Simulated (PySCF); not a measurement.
# C2H4BFO2: the cost of one run

Programs: PySCF 2.14.0, with density-fitted response routines of our own. Each step states its level of theory. These are calculated values for one molecule in the gas phase, unless marked as measured. Atoms are numbered from 0 throughout.

## Step 1: The molecule as given

10 atoms, charge 0, multiplicity 1; geometry from: PBE0-D3(BJ)/def2-SVP.

Bonds of the start (Å): C0–C1 1.33, C1–F2 1.34, C1–B3 1.57, B3–O4 1.36, B3–O5 1.36, C0–H6 1.09, C0–H7 1.09, O4–H8 0.96, O5–H9 0.96.

## Step 2: Nuclear shieldings: HF/pcSseg-2

The job: settings as JSON, then the geometry in Å.

```
{"job": {"kind": "nmr", "xc": "HF", "basis": "pcSseg-2", "pop": false}, "charge": 0, "multiplicity": 1}
C      1.664161     0.348277    -0.679990
C      0.632102     0.678587     0.098795
F      0.678101     1.811221     0.817466
B     -0.681810    -0.171029     0.261784
O     -0.774751    -1.315180    -0.472306
O     -1.627612     0.288932     1.119854
H      1.616880    -0.573155    -1.261359
H      2.553309     0.980439    -0.748185
H     -1.588623    -1.814007    -0.362492
H     -2.415664    -0.255547     1.200653
```

Method: GIAO HF/pcSseg-2 NMR shielding, non-relativistic, gas phase.

The run is started by

```sh
> OMP_NUM_THREADS=1 python probes_run.py task.json out
```

The driver reads the jobs from task.json and runs them one after another.

Q: Estimate the wall time and peak memory of this first job on 1 thread of Arm Neoverse N1, shared host.

About 23 s, with a peak of 1 GiB.
